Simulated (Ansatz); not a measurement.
**C3H6O2Si: small, medium and large basis sets**

The task here is to estimate one member of a computed series from the others.

Program: Ansatz 0.2.0, Gaussian basis. Level of theory: one geometry, several basis sets. These are calculated values, not measurements.

Levels to be run: PBE0-D4/def2-SVP; ωB97M-V/def2-SVP; PBE0-D4/def2-QZVPP; ωB97M-V/def2-QZVPP; the functionals' def2-TZVPP values are taken from earlier runs.

**The geometry**

All runs share one geometry, relaxed beforehand with PBE0-D4 in a triple-zeta def2 set.

SMILES `C=C(O)[SiH2]C=O`, 12 atoms, charge 0, spin multiplicity 1.

Atoms are counted from 1 here; the program's logs count them from 0.

Bond lengths: C1–C2 1.332 Å, C1–H7 1.088 Å, C1–H8 1.081 Å, C2–O3 1.362 Å, C2–Si4 1.875 Å, O3–H9 0.965 Å, Si4–C5 1.928 Å, Si4–H10 1.487 Å, Si4–H11 1.480 Å, C5–O6 1.205 Å, C5–H12 1.117 Å. Angles: C2–C1–H7 122.2°, C2–C1–H8 120.4°, H7–C1–H8 117.3°, C1–C2–O3 124.4°, C1–C2–Si4 122.9°, O3–C2–Si4 112.6°, C2–O3–H9 109.7°, C2–Si4–C5 108.8°, C2–Si4–H10 109.8°, C2–Si4–H11 109.9°, C5–Si4–H10 107.1°, C5–Si4–H11 109.6°, H10–Si4–H11 111.6°, Si4–C5–O6 122.5°, Si4–C5–H12 118.0°, O6–C5–H12 119.5°.

Geometry (Å):

```mol
C3H6O2Si
  3D, bonds by distance, orders not assigned

 12 11  0  0  0  0  0  0  0  0999 V2000
   -1.8718   -0.5592   -0.1986 C   0  0
   -0.5516   -0.7078   -0.0969 C   0  0
    0.1630   -1.6872   -0.7179 O   0  0
    0.5315    0.4543    0.8998 Si  0  0
    1.7714    1.3232   -0.2943 C   0  0
    2.0303    2.4971   -0.2158 O   0  0
   -2.4870   -1.2311   -0.7932 H   0  0
   -2.3739    0.2469    0.3184 H   0  0
   -0.4305   -2.2431   -1.2370 H   0  0
    1.3383   -0.3230    1.8780 H   0  0
   -0.3071    1.4725    1.5719 H   0  0
    2.2645    0.7022   -1.0804 H   0  0
  1  2  8  0
  2  3  8  0
  2  4  8  0
  4  5  8  0
  5  6  8  0
  1  7  8  0
  1  8  8  0
  3  9  8  0
  4 10  8  0
  4 11  8  0
  5 12  8  0
M  END
```

The first run:

The input, in.yaml:

```yaml
crystal:
  periodic: [false, false, false]
  atoms:
    - {symbol: C, position_ang: [-1.871765, -0.559219, -0.198646]}
    - {symbol: C, position_ang: [-0.551628, -0.707771, -0.096882]}
    - {symbol: O, position_ang: [0.163004, -1.687164, -0.717933]}
    - {symbol: Si, position_ang: [0.531496, 0.454308, 0.899826]}
    - {symbol: C, position_ang: [1.771364, 1.323155, -0.294296]}
    - {symbol: O, position_ang: [2.030276, 2.497051, -0.215777]}
    - {symbol: H, position_ang: [-2.487022, -1.231080, -0.793228]}
    - {symbol: H, position_ang: [-2.373901, 0.246876, 0.318448]}
    - {symbol: H, position_ang: [-0.430538, -2.243051, -1.236993]}
    - {symbol: H, position_ang: [1.338305, -0.323049, 1.877996]}
    - {symbol: H, position_ang: [-0.307144, 1.472459, 1.571908]}
    - {symbol: H, position_ang: [2.264451, 0.702184, -1.080424]}
basis:
  gaussian: {orbitals: def2-SVP}
hamiltonian: {xc: pbe0, dispersion: d4}
output: {orbitals: {seedname: orbitals}}
```

Among the steps run: PBE0-D4 in def2-SVP; ωB97M-V in def2-SVP; PBE0-D4 in def2-QZVPP; ωB97M-V in def2-QZVPP.

One table of the session follows, with a row left open; its other results are not shown here.

It belongs to the step «Density functionals: the series». 

```
functional       basis  HOMO (eV)
   PBE0-D4    def2-SVP      -6.68
   PBE0-D4  def2-TZVPP          ?
   PBE0-D4  def2-QZVPP      -6.87
   ωB97M-V    def2-SVP      -8.92
   ωB97M-V  def2-TZVPP      -9.09
   ωB97M-V  def2-QZVPP      -9.13
```

Q: Estimate the row for PBE0-D4, def2-TZVPP from the others.

**Answer.** HOMO (eV): -6.84. In the column «HOMO (eV)» it lies between PBE0-D4, def2-QZVPP (-6.87) and PBE0-D4, def2-SVP (-6.68).
